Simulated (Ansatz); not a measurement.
# MgGe2 (C2/m) in Ansatz: further runs, part 2 of 2

Ansatz 0.2.0. The steps go on from the part before.

## 4. Projected density of states, revPBE

Contents of input.yaml:

```yaml
crystal:
  lattice:
    - [5.521485, -1.849846, 0.0]
    - [5.521485, 1.849846, 0.0]
    - [-3.217625, 0.0, 6.007774]
  atoms:
    - { symbol: Ge, position: [0.529234, 0.529234, 0.293621] }
    - { symbol: Ge, position: [0.470766, 0.470766, 0.706379] }
    - { symbol: Ge, position: [0.88039, 0.88039, 0.98544] }
    - { symbol: Ge, position: [0.11961, 0.11961, 0.01456] }
    - { symbol: Mg, position: [0.815286, 0.815286, 0.349253] }
    - { symbol: Mg, position: [0.184714, 0.184714, 0.650747] }
hamiltonian:
  xc: revpbe
  pseudopotentials: { kind: paw }
kpoints:
  mp_grid: { grid: [8, 8, 5] }
scf:
  occupations: { method: fermi_dirac, width: 0.05 }
  n_extra_bands: 15
output:
  forces: true
  stress: true
  eigenvalues: true
  dos: { projected: true, de: 0.05, nscf_kmesh: { grid: [12, 12, 8] } }
```

Command:

```sh
ansatz run input.yaml --threads 2 --pin off --max-ram 5632MiB --backend cpu --events-out ev --progress --plain --runs-dir out
```

Run time: 66 s. Hardware: 2 threads of Arm Neoverse V1, shared host; peak memory 1.1 GiB.

It converged, with:

- Free energy: -21047.5895 eV
- Pressure: 0.8 GPa
- Largest force: 0.130 eV/Å
- Band gap on the k mesh: none (metal or under the smearing width)
- Density of states at the Fermi level: 2.29 states/eV per cell

Forces in eV/Å, atoms in the order of the input:
```
Ge  -0.124  0.000  0.039
Ge   0.124  0.000 -0.039
Ge  -0.031  0.000 -0.001
Ge   0.031  0.000  0.001
Mg  -0.021  0.000  0.013
Mg   0.021  0.000 -0.013
```

Stress tensor (GPa, compression positive):
```
0.60 0.00 0.01
0.00 1.32 0.00
0.01 0.00 0.34
```

Levels at points of the mesh, in eV from the Fermi level:
| k point | band 36 | band 37 | band 38 | band 39 | band 40 | band 41 |
| --- | --- | --- | --- | --- | --- | --- |
| (0.00, 0.00, 0.00) | -0.69 | 0.20 | 1.11 | 1.16 | 2.42 | 2.58 |
| (0.00, -0.50, 0.00) | -3.06 | -1.30 | -1.23 | -0.53 | 0.53 | 1.75 |
| (-0.50, -0.50, 0.00) | -1.08 | 0.40 | 0.50 | 1.17 | 1.75 | 2.80 |

States per cell in windows of 0.5 eV (zero at the Fermi level; states under -8 eV left out):
| from (eV) | total | Ge 4p | Ge 4s | Mg 3s |
| --- | --- | --- | --- | --- |
| -8.0 | 0.96 | 0.28 | 0.62 | 0.05 |
| -7.5 | 1.29 | 0.32 | 0.89 | 0.07 |
| -7.0 | 0.95 | 0.21 | 0.70 | 0.03 |
| -6.5 | 0.44 | 0.09 | 0.33 | 0.01 |
| -6.0 | 0.13 | 0.02 | 0.10 | 0.01 |
| -5.5 | 0.00 | 0.00 | 0.00 | 0.00 |
| -5.0 | 0.49 | 0.39 | 0.03 | 0.07 |
| -4.5 | 1.17 | 0.94 | 0.09 | 0.13 |
| -4.0 | 1.31 | 1.05 | 0.13 | 0.12 |
| -3.5 | 1.22 | 0.95 | 0.15 | 0.10 |
| -3.0 | 1.34 | 1.05 | 0.16 | 0.10 |
| -2.5 | 1.28 | 1.00 | 0.15 | 0.09 |
| -2.0 | 1.37 | 1.08 | 0.15 | 0.09 |
| -1.5 | 1.72 | 1.39 | 0.17 | 0.08 |
| -1.0 | 1.06 | 0.84 | 0.11 | 0.05 |
| -0.5 | 1.20 | 0.90 | 0.12 | 0.09 |
| 0.0 | 0.95 | 0.70 | 0.08 | 0.08 |
| 0.5 | 1.34 | 0.93 | 0.11 | 0.15 |
| 1.0 | 1.44 | 0.99 | 0.13 | 0.14 |
| 1.5 | 1.49 | 1.00 | 0.13 | 0.14 |
| 2.0 | 1.44 | 0.96 | 0.11 | 0.13 |
| 2.5 | 1.56 | 1.02 | 0.09 | 0.15 |
| 3.0 | 1.45 | 0.85 | 0.08 | 0.17 |
| 3.5 | 1.47 | 0.80 | 0.06 | 0.16 |
| 4.0 | 1.73 | 0.77 | 0.06 | 0.22 |
| 4.5 | 1.50 | 0.62 | 0.04 | 0.18 |
| 5.0 | 1.49 | 0.56 | 0.04 | 0.19 |
| 5.5 | 1.59 | 0.54 | 0.04 | 0.19 |
| 6.0 | 1.67 | 0.42 | 0.03 | 0.17 |
| 6.5 | 1.67 | 0.33 | 0.02 | 0.11 |
| 7.0 | 1.51 | 0.22 | 0.02 | 0.06 |
| 7.5 | 1.58 | 0.17 | 0.02 | 0.04 |

Caveat: the PAW data sets come from PBE, with cores solved anew for the run's functional, which leaves a small shift of forces and pressure.

## 5. Projected density of states, BLYP

input.yaml, as its differences from that of step 4:

```diff
@@ -13,3 +13,3 @@
 hamiltonian:
-  xc: revpbe
+  xc: blyp
   pseudopotentials: { kind: paw }
```

Command:

```sh
ansatz run input.yaml --threads 2 --pin off --max-ram 5632MiB --backend cpu --events-out ev --progress --plain --runs-dir out
```

It took 69 s on 2 threads of Arm Neoverse V1, shared host; peak memory 1.1 GiB.

The run converged. Its results:

* Free energy: -21073.6800 eV
* Pressure: 3.2 GPa
* Largest force: 0.273 eV/Å
* Band gap on the k mesh: none (metal or under the smearing width)
* Density of states at the Fermi level: 2.29 states/eV per cell

Forces in eV/Å, atoms in the order of the input:
```
Ge  -0.063  0.000  0.266
Ge   0.063  0.000 -0.266
Ge  -0.089  0.000  0.051
Ge   0.089  0.000 -0.051
Mg  -0.030  0.000 -0.029
Mg   0.030  0.000  0.029
```

Stress tensor (GPa, compression positive):
```
 3.07  0.00 -0.60
 0.00  4.17  0.00
-0.60  0.00  2.31
```

Levels at points of the mesh, in eV from the Fermi level:
| k point | band 34 | band 35 | band 36 | band 37 | band 38 | band 39 | band 40 | band 41 | band 42 | band 43 |
| --- | --- | --- | --- | --- | --- | --- | --- | --- | --- | --- |
| (0.00, 0.00, 0.00) | -3.44 | -3.06 | -0.70 | 0.16 | 1.05 | 1.09 | 2.36 | 2.60 | 2.65 | 3.41 |
| (0.00, -0.50, 0.00) | -3.92 | -3.64 | -3.03 | -1.28 | -1.23 | -0.47 | 0.48 | 1.72 | 2.50 | 3.26 |
| (-0.50, -0.50, 0.00) | -2.11 | -1.22 | -1.14 | 0.34 | 0.45 | 1.16 | 1.66 | 2.75 | 3.09 | 3.37 |

States per cell in windows of 1 eV (zero at the Fermi level; states under -8 eV left out):
| from (eV) | total | Ge 4p | Ge 4s | Mg 3s |
| --- | --- | --- | --- | --- |
| -8.0 | 2.30 | 0.58 | 1.60 | 0.12 |
| -7.0 | 1.43 | 0.28 | 1.09 | 0.05 |
| -6.0 | 0.10 | 0.02 | 0.08 | 0.00 |
| -5.0 | 1.19 | 0.95 | 0.07 | 0.16 |
| -4.0 | 2.58 | 2.05 | 0.25 | 0.25 |
| -3.0 | 2.62 | 2.06 | 0.30 | 0.20 |
| -2.0 | 3.00 | 2.42 | 0.30 | 0.17 |
| -1.0 | 2.45 | 1.94 | 0.24 | 0.15 |
| 0.0 | 2.25 | 1.66 | 0.19 | 0.23 |
| 1.0 | 2.88 | 2.01 | 0.25 | 0.29 |
| 2.0 | 3.02 | 2.08 | 0.21 | 0.28 |
| 3.0 | 2.94 | 1.81 | 0.14 | 0.33 |
| 4.0 | 3.18 | 1.47 | 0.10 | 0.43 |
| 5.0 | 3.11 | 1.17 | 0.07 | 0.41 |
| 6.0 | 3.14 | 0.73 | 0.05 | 0.28 |
| 7.0 | 3.13 | 0.38 | 0.03 | 0.10 |

Caveat: the PAW data sets come from PBE, with cores solved anew for the run's functional, which leaves a small shift of forces and pressure.

## 6. Projected density of states, r2SCAN

input.yaml, as its differences from that of step 5:

```diff
@@ -13,3 +13,3 @@
 hamiltonian:
-  xc: blyp
+  xc: r2scan
   pseudopotentials: { kind: paw }
@@ -25 +25,5 @@
   dos: { projected: true, de: 0.05, nscf_kmesh: { grid: [12, 12, 8] } }
+  write_density: true
+  write_potential: true
+  elf: true
+  volumetric_format: npy
```

Potentials or basis: Ansatz PAW.

Command:

```sh
ansatz run input.yaml --threads 2 --pin off --max-ram 5632MiB --backend cpu --events-out ev --progress --plain --runs-dir out
```

Run time: 2.3 min. Hardware: 2 threads of Arm Neoverse V1, shared host; peak memory 1.8 GiB.

It converged, with:

- Free energy: -21063.6523 eV
- Pressure: -2.4 GPa
- Largest force: 0.410 eV/Å
- Band gap on the k mesh: none (metal or under the smearing width)
- Density of states at the Fermi level: 2.15 states/eV per cell

Forces on the atoms (eV/Å):
```
Ge  -0.172  0.000 -0.002
Ge   0.172  0.000  0.002
Ge   0.324  0.000  0.251
Ge  -0.324  0.000 -0.251
Mg   0.030  0.000 -0.046
Mg  -0.030  0.000  0.046
```

Stress tensor (GPa, compression positive):
```
-2.54  0.00 -0.84
 0.00 -1.51  0.00
-0.84  0.00 -3.03
```

Levels at points of the mesh, in eV from the Fermi level:
| k point | band 35 | band 36 | band 37 | band 38 | band 39 | band 40 | band 41 | band 42 |
| --- | --- | --- | --- | --- | --- | --- | --- | --- |
| (0.00, 0.00, 0.00) | -3.17 | -0.83 | 0.29 | 1.08 | 1.25 | 2.48 | 2.75 | 2.88 |
| (0.00, -0.50, 0.00) | -3.96 | -3.23 | -1.42 | -1.32 | -0.60 | 0.71 | 1.80 | 2.73 |
| (-0.50, -0.50, 0.00) | -1.39 | -1.19 | 0.44 | 0.58 | 1.37 | 1.75 | 2.96 | 3.31 |

States per cell in windows of 0.5 eV (zero at the Fermi level; states under -8 eV left out):
| from (eV) | total | Ge 4p | Ge 4s | Mg 3s |
| --- | --- | --- | --- | --- |
| -8.0 | 1.18 | 0.31 | 0.80 | 0.06 |
| -7.5 | 1.09 | 0.26 | 0.77 | 0.05 |
| -7.0 | 0.63 | 0.14 | 0.47 | 0.02 |
| -6.5 | 0.30 | 0.06 | 0.22 | 0.01 |
| -6.0 | 0.04 | 0.01 | 0.03 | 0.00 |
| -5.5 | 0.03 | 0.02 | 0.00 | 0.01 |
| -5.0 | 0.79 | 0.64 | 0.05 | 0.09 |
| -4.5 | 1.07 | 0.88 | 0.08 | 0.10 |
| -4.0 | 1.31 | 1.05 | 0.13 | 0.11 |
| -3.5 | 1.16 | 0.91 | 0.14 | 0.09 |
| -3.0 | 1.28 | 1.01 | 0.15 | 0.08 |
| -2.5 | 1.24 | 0.98 | 0.14 | 0.07 |
| -2.0 | 1.33 | 1.06 | 0.15 | 0.08 |
| -1.5 | 1.68 | 1.37 | 0.16 | 0.07 |
| -1.0 | 0.93 | 0.75 | 0.10 | 0.04 |
| -0.5 | 1.09 | 0.83 | 0.11 | 0.08 |
| 0.0 | 0.90 | 0.68 | 0.08 | 0.07 |
| 0.5 | 1.16 | 0.83 | 0.10 | 0.12 |
| 1.0 | 1.28 | 0.88 | 0.12 | 0.13 |
| 1.5 | 1.38 | 0.94 | 0.13 | 0.13 |
| 2.0 | 1.40 | 0.94 | 0.13 | 0.12 |
| 2.5 | 1.39 | 0.95 | 0.10 | 0.11 |
| 3.0 | 1.41 | 0.91 | 0.09 | 0.14 |
| 3.5 | 1.43 | 0.81 | 0.08 | 0.17 |
| 4.0 | 1.28 | 0.68 | 0.06 | 0.15 |
| 4.5 | 1.71 | 0.72 | 0.06 | 0.22 |
| 5.0 | 1.34 | 0.53 | 0.04 | 0.18 |
| 5.5 | 1.41 | 0.52 | 0.04 | 0.20 |
| 6.0 | 1.47 | 0.48 | 0.04 | 0.19 |
| 6.5 | 1.53 | 0.37 | 0.03 | 0.17 |
| 7.0 | 1.58 | 0.31 | 0.02 | 0.13 |
| 7.5 | 1.48 | 0.21 | 0.02 | 0.07 |

Caveat: the PAW data sets come from PBE, with cores solved anew for the run's functional, which leaves a small shift of forces and pressure.

## 7. The runs side by side

| level | cutoff (eV) | gap on the mesh (eV) | pressure (GPa) | largest force (eV/Å) |
| --- | --- | --- | --- | --- |
| PBEsol | 420 | none | -2.7 | 0.16 |
| RPBE | 420 | none | 1.1 | 0.13 |
| revPBE | 420 | none | 0.8 | 0.13 |
| BLYP | 420 | none | 3.2 | 0.27 |
| r2SCAN | 500 | none | -2.4 | 0.41 |

Alike in all rows: task projected density of states; potentials or basis Ansatz PAW; no spin polarisation; cell as given; k mesh 8 × 8 × 5; smearing fermi-dirac 0.05 eV.

Every run on the cell as given and a fine mesh finds a metal. The pressure there spans -2.7 GPa (PBEsol) to 3.2 GPa (BLYP); a positive pressure means that this level wants a larger cell, a negative one a smaller.

Caveats: the PAW data sets come from PBE, with cores solved anew for the run's functional, which leaves a small shift of forces and pressure.

Absolute energies hang on the potentials; compare differences alone.
